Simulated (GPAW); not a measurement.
Crystal: GaGe3.

```
Ge Ga
1.0
     0.00000    3.38717    3.38717
     3.38717    0.00000    3.38717
     3.38717    3.38717    0.00000
Ge Ga
3 1
Direct
  0.50000 0.50000 0.50000
  0.75000 0.75000 0.75000
  0.25000 0.25000 0.25000
  0.00000 0.00000 0.00000
```

The cell comes from a database or a generator and needn't be the stable form of this composition.

Base run:

```yaml
Program: GPAW 26.7.0
Functional: r2SCAN
Potentials_or_basis: GPAW PAW data sets (gpaw-data 1.2.1)
Cutoff: 600 eV
Basis: pw
k_mesh: 7 × 7 × 7
Occupations: fermi-dirac, width 0.05 eV
Spin: no spin polarisation
```

Its results: pressure -3.0 GPa.

**Question.** The run is repeated on the same cell with these changes: functional from r2SCAN to PBEsol; potentials or basis from GPAW PAW data sets (gpaw-data 1.2.1) to PAW data sets generated in the run's folder for this functional. What comes out?

**Answer.** Pressure -4.1 GPa.

Caveats: the PAW data sets were made with another functional, which shifts forces and pressure a little (some runs).
